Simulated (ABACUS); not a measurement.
An input for ABACUS 3.10.1 (TbO2):

File INPUT:

```
INPUT_PARAMETERS
suffix              TbO2
calculation         cell-relax
basis_type          pw
pseudo_dir          ./
symmetry            1
dft_functional      pbe
ecutwfc             55
pseudo_rcut         10
nspin               1
nbands              20
ks_solver           dav
smearing_method     fd
smearing_sigma      0.00367493
scf_thr             1e-08
scf_nmax            100
mixing_type         broyden
mixing_beta         0.7
cal_force           1
cal_stress          1
ecutrho             440
relax_nmax          60
force_thr_ev        0.01
relax_method        cg
out_stru            1
stress_thr          0.2
press1              100
press2              100
press3              100
kpar                4
```

The input STRU:

```
ATOMIC_SPECIES
Tb 158.9254 Tb.paw.z_19.atompaw.wentzcovitch.v1.2.upf
O 15.9990 O.pbe-n-kjpaw_psl.0.1.UPF

LATTICE_CONSTANT
6.9751631811

LATTICE_VECTORS
0.0000000000 0.7071067812 0.7071067812
0.7071067812 0.0000000000 0.7071067812
0.7071067812 0.7071067812 0.0000000000

ATOMIC_POSITIONS
Cartesian

Tb
0.0
1
0.0000000000 0.0000000000 0.0000000000 1 1 1

O
0.0
2
1.0606601718 1.0606601718 1.0606601718 1 1 1
0.3535533906 0.3535533906 0.3535533906 1 1 1
```

Contents of KPT:

```
K_POINTS
0
Gamma
7 7 7 0 0 0
```

Potentials or basis: SSSP 1.3 efficiency PBE, plane waves.

Launch:

```console
$ OMP_NUM_THREADS=1 mpirun -np 4 abacus > log
```

**Question.** How does this run end?

**Answer.** The run stopped without a result. It printed:

running log:

```text
ABACUS v3.10.1

               Atomic-orbital Based Ab-initio Computation at UStc

 ------------------------------------------------------------------------------------

 READING GENERAL INFORMATION
                           global_out_dir = OUT.TbO2/
                           global_in_card = INPUT
                               pseudo_dir = ./
[... 41 lines left out ...]
 The esolver type has been set to : ksdft_pw

 !!!!!!!!!!!!!!!!!!!!!!!!!!!!!!!!!!!!!!!!!!!!!!!!!!!!!!!!!
                         NOTICE
 !!!!!!!!!!!!!!!!!!!!!!!!!!!!!!!!!!!!!!!!!!!!!!!!!!!!!!!!!

 PAW POTENTIAL IS NOT SUPPORTED
 CHECK IN FILE : OUT.TbO2/warning.log

 !!!!!!!!!!!!!!!!!!!!!!!!!!!!!!!!!!!!!!!!!!!!!!!!!!!!!!!!!
                         NOTICE
 !!!!!!!!!!!!!!!!!!!!!!!!!!!!!!!!!!!!!!!!!!!!!!!!!!!!!!!!!
 Check in file : OUT.TbO2/warning.log
```

On the terminal:

```text
ABACUS v3.10.1

               Atomic-orbital Based Ab-initio Computation at UStc

 !!!!!!!!!!!!!!!!!!!!!!!!!!!!!!!!!!!!!!!!!!!!!!!!!!!!!!!!!
                         NOTICE
 !!!!!!!!!!!!!!!!!!!!!!!!!!!!!!!!!!!!!!!!!!!!!!!!!!!!!!!!!

 PAW POTENTIAL IS NOT SUPPORTED
 CHECK IN FILE : OUT.TbO2/warning.log

 !!!!!!!!!!!!!!!!!!!!!!!!!!!!!!!!!!!!!!!!!!!!!!!!!!!!!!!!!
                         NOTICE
 !!!!!!!!!!!!!!!!!!!!!!!!!!!!!!!!!!!!!!!!!!!!!!!!!!!!!!!!!
```
